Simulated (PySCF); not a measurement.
# CoH3: relaxation and vibrations of the triplet

Aim: relax CoH3 as a triplet from a hand-made trigonal planar geometry, check by its vibrations whether the end is a minimum, and collect its spectrum and constants.

Method: PBE0, basis Co def2-TZVP, H def2-TZVP, no relativity, density fitting; program: PySCF 2.14.0.

## Step 1: The system as given

4 atoms, charge 0, spin multiplicity 3.

Bond lengths: Co1–H2 1.430 Å, Co1–H3 1.430 Å, Co1–H4 1.430 Å. Angles: H2–Co1–H3 120.0°, H2–Co1–H4 120.0°, H3–Co1–H4 120.0°.

```xyz
4
charge 0 multiplicity 3
Co    0.0000    0.0000    0.0000
H     1.4300    0.0000    0.0000
H    -0.7150    1.2384    0.0000
H    -0.7150   -1.2384    0.0000
```

## Step 2: Trigonal planar start, triplet: relaxation

The steps below are one call of a driver around PySCF. For each, scf.py gives the equivalent set-up of the SCF; relaxations use the driver's own optimiser. Before each start the driver seeks the lowest SCF state from one or more starting densities and follows internal instabilities, so scf.py alone need not reach the same state.

The program finds D3h symmetry in the start, which this walk keeps.

File scf.py:

```python
from pyscf import gto, scf, dft
mol = gto.M(atom='''
Co     0.000000    -0.000000    -0.000000
H      1.429991     0.000008    -0.000000
H     -0.715002     1.238404     0.000000
H     -0.714988    -1.238412    -0.000000''',
    basis={'Co': 'def2-TZVP', 'H': 'def2-TZVP'},
    charge=0, spin=2)
mf = dft.UKS(mol, xc='PBE0')
mf.grids.atom_grid = (50, 194)
aux = {'Co': 'def2-universal-JKFIT', 'H': 'def2-universal-JKFIT'}
mf = mf.density_fit(auxbasis=aux)
mf.kernel()
```

The runs that follow: Relaxing without the symmetry constraint; Is it a minimum? Harmonic modes; Downhill along the imaginary mode; Frequencies.

Before running it: what results should come out? Wanted: minimum; geometry; wavenumbers; dipole moment; highest occupied, lowest empty level; polar-tensor charge of Co1; zero-point energy; atomisation energy; ⟨S²⟩.

As calculated:

```
                                          quantity                                                                                              value
                                           minimum                                                                                       triplet, C2v
                                          geometry  Co–H 1.567 Å, Co–H 1.684 Å (×2), H–H 0.816 Å; Co–H–H 76.0° (×2), H–Co–H 28.0°, H–Co–H 166.0° (×2)
                                wavenumbers (cm⁻¹)                                      509 (b2), 542 (b1), 946 (a1), 1452 (b2), 1777 (a1), 3349 (a1)
                                     dipole moment                                                                                             3.49 D
highest occupied, lowest empty level (either spin)                                                                                    -6.34, -1.47 eV
                        polar-tensor charge of Co1                                                                                            +0.25 e
                                 zero-point energy                                                                                        51.3 kJ/mol
                               entropy at 298.15 K                                                                                    230.5 J/(mol K)
         atomisation energy (no zero-point energy)                                                                                         739 kJ/mol
                                              ⟨S²⟩                                                                                              2.023
```

What this shows: The trigonal planar start (D3h) ends in a minimum of C2v symmetry, after a first stop at a saddle point 95.5 kJ/mol higher, from which it was pushed off along an imaginary mode. In the infrared the band at 3349 cm⁻¹ (a1) leads. Most of the spin sits on Co1 (Mulliken spin 2.12, against 2 for the whole molecule). Other starts or spin states, not run here, may lie lower. One determinant may miss the lowest occupation of an open d or f shell.
